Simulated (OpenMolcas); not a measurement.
# SnSiH6O (SMILES [SiH3][O][SnH3]): a chain of runs

We compute a single-point energy (HF/ANO-R0), then a single-point energy (CASSCF(2,2)/ANO-R1), then the energy along one coordinate (CASPT2(2,2)/ANO-R1), then an energy scan (SC-NEVPT2(2,2)/ANO-R1), then the energy along one coordinate (MC-PDFT[tPBE](2,2)/ANO-R1) of SnSiH6O. 

Program for the calculation: OpenMolcas 26.06.

## Step 1: The molecule

The species is SnSiH6O (9 atoms), meant as a singlet with charge 0. SMILES: `[SiH3][O][SnH3]`. Geometry: relaxed at PBE0-D4/def2-TZVP.

Bond lengths: Si1–O2 1.627 Å, O2–Sn3 1.963 Å, Si1–H4 1.492 Å, Si1–H5 1.486 Å, Si1–H6 1.492 Å, Sn3–H7 1.699 Å, Sn3–H8 1.705 Å, Sn3–H9 1.705 Å. Some angles: Si1–O2–Sn3 136.6°, O2–Si1–H4 111.4°, O2–Si1–H5 109.0°, O2–Si1–H6 111.4°, O2–Sn3–H7 103.7°, O2–Sn3–H8 106.7°, O2–Sn3–H9 106.7°, H4–Si1–H5 108.8°, H4–Si1–H6 107.4°, H5–Si1–H6 108.8°.

## Step 2: The energy at HF/ANO-R0 (sfX2C) (run 1)

input.xyz

```xyz
9

Si    -0.707500     1.106300    -0.961800
O      0.549600     0.232700    -0.411000
Sn     0.837100    -1.145700     0.956400
H     -1.786000     0.228100    -1.502000
H     -0.233000     2.004100    -2.046400
H     -1.309600     1.937400     0.121200
H      2.493700    -1.499800     0.829900
H     -0.166000    -2.460900     0.544700
H      0.410100    -0.448400     2.452000
```

step1.input

```
>>> EXPORT MOLCAS_PRINT=2

&GATEWAY
  Coord=input.xyz
  Basis=ANO-R0
  Group=NoSym

&SEWARD

&SCF
  PrOrbitals=0

&LOCALISATION
  Occupied
  Freeze
  Pipek-Mezey

&LOCALISATION
  FileOrb=$Project.LocOrb
  Virtual
  Pipek-Mezey
```

The run is started by

```console
$ export MOLCAS_MEM=1860
$ pymolcas step1.input > step1.log
```

Standard output:

```text
--- Start Module: gateway ---
[...]
--- Stop Module: gateway /rc=_RC_ALL_IS_WELL_ ---
[...]
      Basis functions           47
[...]
       Convergence after  11 Iterations
[...]
::    Total SCF energy                              -6541.0289710453
[...]
      Total spin, S                                     0.0000000000
[...]
      Total electronic charge=   78.000000
      Total            charge=   -0.000000
[...]
      Dipole Moment (debye):
      Origin of the operator (angstrom)=    0.5224   -0.6058    0.4802
                   X=  1.2910E+00               Y= -5.1712E-01               Z=  1.6477E-01           Total=  1.4004E+00
      Quadrupole Moment (debye*angstrom):
[...]
--- Start Module: localisation ---
[...]
--- Stop Module: localisation /rc=_RC_ALL_IS_WELL_ ---
--- Start Module: localisation ---
[...]
--- Stop Module: localisation /rc=_RC_ALL_IS_WELL_ ---
[...]
```

Run time: 4.2 s. Hardware: 1 thread of Intel Xeon 6975P-C (Granite Rapids), shared host; peak memory 0.42 GiB.

## Step 3: A single-point energy at CASSCF(2,2)/ANO-R1 (sfX2C, RICD fitting) (run 2)

input.xyz is that of step 2.

step2.input

```
&GATEWAY
Coord=input.xyz
Basis=ANO-R0
Group=NoSym
&SEWARD
&RASSCF
FileOrb=$CurrDir/step1.LocOrb
Alter=2
1 31 39
1 40 46
Spin=1
Nactel=2 0 0
Inactive=38
Ras2=2
OrbListing=Nothing
>>> COPY $Project.RunFile RUNFIL1
>>> COPY $Project.RasOrb INPORB
&GATEWAY
Coord=input.xyz
Basis=ANO-R1
Group=NoSym
RICD
&SEWARD
>>> COPY $Project.RunFile RUNFIL2
&EXPBAS
&RASSCF
FileOrb=$Project.ExpOrb
Spin=1
Nactel=2 0 0
Inactive=38
Ras2=2
OrbListing=Nothing
```

The run is started by

```console
$ export MOLCAS_MEM=1860
$ pymolcas step2.input > step2.log
```

Standard output:

```text
--- Start Module: gateway ---
[...]
      Basis functions           47
[...]
      Number of active orbitals                  2
[...]
      Spin quantum number                      0.0
[...]
      Active orbitals                            2
[...]
      Number of CSFs                             3
[...]
      Number of root(s) required                 1
[...]
      Convergence after 13 iterations
[...]
      printout of CI-coefficients larger than  0.05 for root  1
      energy=   -6541.036034
      conf/sym  11     Coeff  Weight
             1  20   0.99580 0.99162
             3  02  -0.09152 0.00838
      Natural orbitals and occupation numbers for root  1
      sym 1:   1.983246   0.016754
      ************************************************************************************************************************
      *                                                    Final results                                                     *
[...]
::    RASSCF root number  1 Total energy:  -6541.03603351
[...]
      Basis functions          105
[...]
      Convergence after 13 iterations
[...]
      Natural orbitals and occupation numbers for root  1
      sym 1:   1.982220   0.017780
      ************************************************************************************************************************
      *                                                    Final results                                                     *
[...]
::    RASSCF root number  1 Total energy:  -6541.83875920
[...]
      Total electronic charge=   78.000000
      Total            charge=   -0.000000
[...]
      Dipole Moment (debye):
      Origin of the operator (angstrom)=    0.5224   -0.6058    0.4802
                   X=  1.4744E-01               Y= -1.5526E+00               Z=  1.5037E+00           Total=  2.1664E+00
      Quadrupole Moment (debye*angstrom):
[...]
```

Run time: 18 s. Hardware: 1 thread of Intel Xeon 6975P-C (Granite Rapids), shared host; peak memory 0.42 GiB.

## Step 4: The energy along one coordinate at CASPT2(2,2)/ANO-R1 (sfX2C, RICD fitting, ipea shift 0.25 Eh, pt2 variant SS) (run 3)

step3.input

```
>>> EXPORT MOLCAS_PRINT=2
>>> COPY $CurrDir/step2.RasOrb $Project.RasOrb
>>> ForEach K in (1, 2, 3, 4, 5, 6, 7, 8, 9)

&GATEWAY
  COORD=$CurrDir/point$K.xyz
  BASIS=ANO-R1
  GROUP=NoSym
  RICD

&SEWARD

&RASSCF
  FILEORB=$Project.RasOrb
  SPIN=1
  NACTEL=2 0 0
  INACTIVE=38
  RAS2=2
  ORBLISTING=Nothing

&CASPT2
  IMAGINARY=0.2
  FROZEN=24
>>> EndDo
```

The run is started by

```console
$ export MOLCAS_MEM=1860
$ pymolcas step3.input > step3.log
```

Standard output:

```text
[...]
      Basis functions          105
[...]
      Number of active orbitals                  2
[...]
      Spin quantum number                      0.0
[...]
      Active orbitals                            2
[...]
      Number of CSFs                             3
[...]
      Number of root(s) required                 1
[...]
      Convergence after 11 iterations
[...]
      printout of CI-coefficients larger than  0.05 for root  1
      energy=   -6541.828741
      conf/sym  11     Coeff  Weight
             1  20   0.99691 0.99383
             3  02  -0.07857 0.00617
      Natural orbitals and occupation numbers for root  1
      sym 1:   1.987653   0.012347
      ************************************************************************************************************************
      *                                                    Final results                                                     *
[...]
::    RASSCF root number  1 Total energy:  -6541.82874061
[...]
::    CASPT2 Root  1     Total energy:  -6542.55576827
[...]
      Convergence after 11 iterations
[...]
      Natural orbitals and occupation numbers for root  1
      sym 1:   1.982222   0.017778
      ************************************************************************************************************************
      *                                                    Final results                                                     *
[...]
      Convergence after 10 iterations
[...]
      Convergence after  9 iterations
[...]
      Convergence after 11 iterations
[...]
::    RASSCF root number  1 Total energy:  -6541.70329368
[...]
::    CASPT2 Root  1     Total energy:  -6542.42200846
[...]
      Convergence after  9 iterations
[...]
::    RASSCF root number  1 Total energy:  -6541.69768885
[...]
      Reference weight:           0.83881
[...]
::    CASPT2 Root  1     Total energy:  -6542.41525116
[...]
```

Run time: 2.1 min. Hardware: 1 thread of Intel Xeon 6975P-C (Granite Rapids), shared host; peak memory 0.27 GiB.

The scan, from its lowest point:

| H4–Si1 (Å) | energy (kJ/mol) |
| --- | --- |
| 1.343 | 23.9 |
| 1.492 | 0.0 |
| 1.641 | 14.5 |
| 1.865 | 68.6 |
| 2.163 | 155.3 |
| 2.536 | 250.1 |
| 2.984 | 326.9 |
| 3.581 | 375.1 |
| 4.476 | 392.8 |

## Step 5: An energy scan at SC-NEVPT2(2,2)/ANO-R1 (sfX2C, RICD fitting, pt2 variant SC-NEVPT2) (run 4)

step4.input

```
>>> COPY $CurrDir/step2.RasOrb $Project.RasOrb
>>> ForEach K in (1, 2, 3, 4, 5, 6, 7, 8, 9)
&GATEWAY
Coord
$CurrDir/point$K.xyz
Basis
ANO-R1
Group
NoSym
RICD
&SEWARD
&RASSCF
FileOrb
$Project.RasOrb
Spin
1
Nactel
2 0 0
Inactive
38
Ras2
2
OrbListing
Nothing
&CASPT2
SC-NEVPT2
Frozen
24
>>> EndDo
```

The run is started by

```console
$ export MOLCAS_MEM=1860
$ pymolcas step4.input > step4.log
```

Standard output:

```text
--- Start Module: gateway ---
[...]
      Basis functions          105
[...]
      Number of active orbitals                  2
[...]
      Spin quantum number                      0.0
[...]
      Active orbitals                            2
[...]
      Number of CSFs                             3
[...]
      Number of root(s) required                 1
[...]
      Convergence after 11 iterations
[...]
      printout of CI-coefficients larger than  0.05 for root  1
      energy=   -6541.828741
      conf/sym  11     Coeff  Weight
             1  20   0.99691 0.99383
             3  02  -0.07857 0.00617
      Natural orbitals and occupation numbers for root  1
      sym 1:   1.987653   0.012347
      ************************************************************************************************************************
      *                                                    Final results                                                     *
[...]
::    RASSCF root number  1 Total energy:  -6541.82874061
[...]
::    SC-NEVPT2 Root  1     Total energy:  -6542.55026255
[...]
      Convergence after 11 iterations
[...]
      Natural orbitals and occupation numbers for root  1
      sym 1:   1.982222   0.017778
      ************************************************************************************************************************
      *                                                    Final results                                                     *
[...]
      Convergence after 10 iterations
[...]
      Convergence after  9 iterations
[...]
      Convergence after 11 iterations
[...]
::    RASSCF root number  1 Total energy:  -6541.70329368
[...]
::    SC-NEVPT2 Root  1     Total energy:  -6542.42016219
[...]
      Convergence after  9 iterations
[...]
::    RASSCF root number  1 Total energy:  -6541.69768885
[...]
::    SC-NEVPT2 Root  1     Total energy:  -6542.41382864
[...]
```

It took 2 min on 1 thread of Intel Xeon 6975P-C (Granite Rapids), shared host; peak memory 0.27 GiB.

The scan, from its lowest point:

| H4–Si1 (Å) | energy (kJ/mol) |
| --- | --- |
| 1.343 | 25.3 |
| 1.492 | 0.0 |
| 1.641 | 13.4 |
| 1.865 | 66.1 |
| 2.163 | 151.4 |
| 2.536 | 244.8 |
| 2.984 | 320.3 |
| 3.581 | 366.8 |
| 4.476 | 383.5 |

## Step 6: The energy along one coordinate at MC-PDFT[tPBE](2,2)/ANO-R1 (sfX2C, RICD fitting) (run 5)

step5.input

```
* H6OSiSn MC-PDFT
>>> COPY $CurrDir/step2.RasOrb $Project.RasOrb
>>> ForEach K in (1, 2, 3, 4, 5, 6, 7, 8, 9)
&gateway
coord=$CurrDir/point$K.xyz
basis=ANO-R1
group=NoSym
ricd
&seward
&rasscf
fileorb=$Project.RasOrb
spin=1
nactel=2 0 0
inactive=38
ras2=2
orblisting=Nothing
&mcpdft
ksdft=T:PBE
>>> EndDo
```

The run is started by

```console
$ export MOLCAS_MEM=1860
$ pymolcas step5.input > step5.log
```

Standard output:

```text
--- Start Module: gateway ---
[...]
      Basis functions          105
[...]
      Number of active orbitals                  2
[...]
      Spin quantum number                      0.0
[...]
      Active orbitals                            2
[...]
      Number of CSFs                             3
[...]
      Number of root(s) required                 1
[...]
      Convergence after 11 iterations
[...]
      printout of CI-coefficients larger than  0.05 for root  1
      energy=   -6541.828741
      conf/sym  11     Coeff  Weight
             1  20   0.99691 0.99383
             3  02  -0.07857 0.00617
      Natural orbitals and occupation numbers for root  1
      sym 1:   1.987653   0.012347
      ************************************************************************************************************************
      *                                                    Final results                                                     *
[...]
::    RASSCF root number  1 Total energy:  -6541.82874061
[...]
::    MCPDFT root number  1 Total energy:  -6544.89263830
[...]
      Convergence after 11 iterations
[...]
      Natural orbitals and occupation numbers for root  1
      sym 1:   1.982222   0.017778
      ************************************************************************************************************************
      *                                                    Final results                                                     *
[...]
      Convergence after 10 iterations
[...]
      Convergence after  9 iterations
[...]
      Convergence after 11 iterations
[...]
::    RASSCF root number  1 Total energy:  -6541.70329368
[...]
::    MCPDFT root number  1 Total energy:  -6544.75652124
[...]
      Convergence after  9 iterations
[...]
::    RASSCF root number  1 Total energy:  -6541.69768885
[...]
::    MCPDFT root number  1 Total energy:  -6544.74996205
[...]
```

Wall time 2.1 min (1 thread of Intel Xeon 6975P-C (Granite Rapids), shared host); peak memory 0.27 GiB.

The scan, from its lowest point:

| H4–Si1 (Å) | energy (kJ/mol) |
| --- | --- |
| 1.343 | 26.0 |
| 1.492 | 0.0 |
| 1.641 | 12.3 |
| 1.865 | 63.7 |
| 2.163 | 149.6 |
| 2.536 | 246.0 |
| 2.984 | 328.9 |
| 3.581 | 383.4 |
| 4.476 | 400.6 |

## Step 7: Outcome

| quantity | value |
| --- | --- |
| run 1, HF/ANO-R0: total energy | -6541.02897 Eh |
| run 1, HF/ANO-R0: dipole moment | 1.40 D |
| run 1, HF/ANO-R0: HOMO energy | -12.20 eV |
| run 1, HF/ANO-R0: LUMO energy | 0.86 eV |
| run 1, HF/ANO-R0: HOMO–LUMO gap | 13.06 eV |
| run 2, CASSCF(2,2)/ANO-R1: total energy | -6541.83876 Eh |
| run 2, CASSCF(2,2)/ANO-R1: dipole moment (CASSCF density) | 2.17 D |
| run 3, CASPT2(2,2)/ANO-R1: lowest energy of the scan | -6542.56486 Eh |
| run 4, SC-NEVPT2(2,2)/ANO-R1: lowest energy of the scan | -6542.55988 Eh |
| run 5, MC-PDFT[tPBE](2,2)/ANO-R1: lowest energy of the scan | -6544.90255 Eh |

**Reading.** Mulliken charges (run 2, CASSCF(2,2)/ANO-R1) run from -0.75 on O2 to +1.19 on Sn3; they depend strongly on the basis.
